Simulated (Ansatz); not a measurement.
# C₂H₆BN: a ladder of functionals and wavefunction methods

One table from this session's results is given with a row withheld; the runs are named, their logs left out.

Program: Ansatz 0.2.0, Gaussian basis. Level of theory: functionals in def2-TZVPP, the program's frozen cores in correlated methods. These are calculated values, not measurements.

Plan: LDA (SPW92), PBE-D4, revPBE-D4, BLYP-D4, r2SCAN-D4, B97M-V, PBE0-D4, B3LYP-D4, r2SCANh-D4, r2SCAN0-D4, HSE06-D4, BHLYP-D4, CAM-B3LYP-D4, LC-ωPBE, ωB97X-V, ωB97M-V, B2PLYP, PBE-QIDH; CCSD(T)/def2-SVP; CCSD(T)/def2-TZVPP; MP2/def2-QZVPP; extrapolation to the limit; RPA on PBE.

## The geometry

The geometry comes from an earlier relaxation with PBE0-D4 in a triple-zeta def2 set; it is a stationary point, not always the lowest conformer.

SMILES `BNC=C`, 10 atoms, charge 0, spin multiplicity 1.

Atoms are counted from 1 here; the program's logs count them from 0.

Bond lengths: B1–N2 1.395 Å, B1–H5 1.196 Å, B1–H6 1.195 Å, N2–C3 1.390 Å, N2–H7 1.010 Å, C3–C4 1.328 Å, C3–H8 1.085 Å, C4–H9 1.085 Å, C4–H10 1.081 Å. Angles: N2–B1–H5 118.6°, N2–B1–H6 118.6°, H5–B1–H6 122.8°, B1–N2–C3 126.4°, B1–N2–H7 119.6°, C3–N2–H7 114.0°, N2–C3–C4 125.2°, N2–C3–H8 113.4°, C4–C3–H8 121.4°, C3–C4–H9 122.0°, C3–C4–H10 120.4°, H9–C4–H10 117.6°.

Set-up of the first run:

in.yaml reads:

```yaml
crystal:
  periodic: [false, false, false]
  atoms:
    - {symbol: B, position_ang: [-0.405537, 1.640356, -0.774072]}
    - {symbol: N, position_ang: [0.080921, 0.661476, 0.092311]}
    - {symbol: C, position_ang: [-0.047555, -0.714162, -0.062083]}
    - {symbol: C, position_ang: [0.425337, -1.626914, 0.779221]}
    - {symbol: H, position_ang: [-0.995401, 1.293662, -1.754797]}
    - {symbol: H, position_ang: [-0.215155, 2.788398, -0.504631]}
    - {symbol: H, position_ang: [0.581463, 0.936430, 0.925673]}
    - {symbol: H, position_ang: [-0.586330, -0.997736, -0.960123]}
    - {symbol: H, position_ang: [0.965032, -1.353270, 1.679607]}
    - {symbol: H, position_ang: [0.280325, -2.679540, 0.581894]}
basis:
  gaussian: {orbitals: def2-TZVPP}
hamiltonian: {xc: lda}
output: {orbitals: {seedname: orbitals}}
```

Started as:

```
ansatz run in.yaml --threads 4 --pin off --events-out ev --progress --plain --max-ram 10444MiB
```

Steps of the session up to this table: LDA; PBE-D4 (GGA); revPBE-D4 (GGA); BLYP-D4 (GGA); r2SCAN-D4 (meta-GGA); B97M-V (meta-GGA); B3LYP-D4 (hybrid); r2SCANh-D4 (hybrid); r2SCAN0-D4 (hybrid); HSE06-D4 (hybrid); BHLYP-D4 (hybrid); CAM-B3LYP-D4 (range-separated); LC-ωPBE (range-separated); ωB97X-V (range-separated); ωB97M-V (range-separated); B2PLYP (double hybrid); PBE-QIDH (double hybrid).

One table of the session follows, with a row left open; its other results are not shown here.

It belongs to the step «Frontier levels by functional». 

| functional | HOMO (eV) | gap (eV) |
| --- | --- | --- |
| LDA (SPW92) | -6.08 | 4.32 |
| PBE-D4 | ? | ? |
| revPBE-D4 | -5.79 | 4.38 |
| BLYP-D4 | -5.70 | 4.33 |
| r2SCAN-D4 | -6.00 | 4.81 |
| B97M-V | -6.02 | 4.79 |
| PBE0-D4 | -6.89 | 6.34 |
| B3LYP-D4 | -6.67 | 5.91 |
| r2SCANh-D4 | -6.39 | 5.54 |
| r2SCAN0-D4 | -6.99 | 6.64 |
| HSE06-D4 | -6.49 | 5.57 |
| BHLYP-D4 | -7.77 | 8.23 |
| CAM-B3LYP-D4 | -8.16 | 8.68 |
| LC-ωPBE | -9.52 | 11.18 |
| ωB97X-V | -9.13 | 10.70 |
| ωB97M-V | -9.07 | 10.41 |

Estimate the missing values for PBE-D4.

As computed: HOMO (eV): -5.87; gap (eV): 4.36. In the column «HOMO (eV)» it lies between r2SCAN-D4 (-6.00) and revPBE-D4 (-5.79).
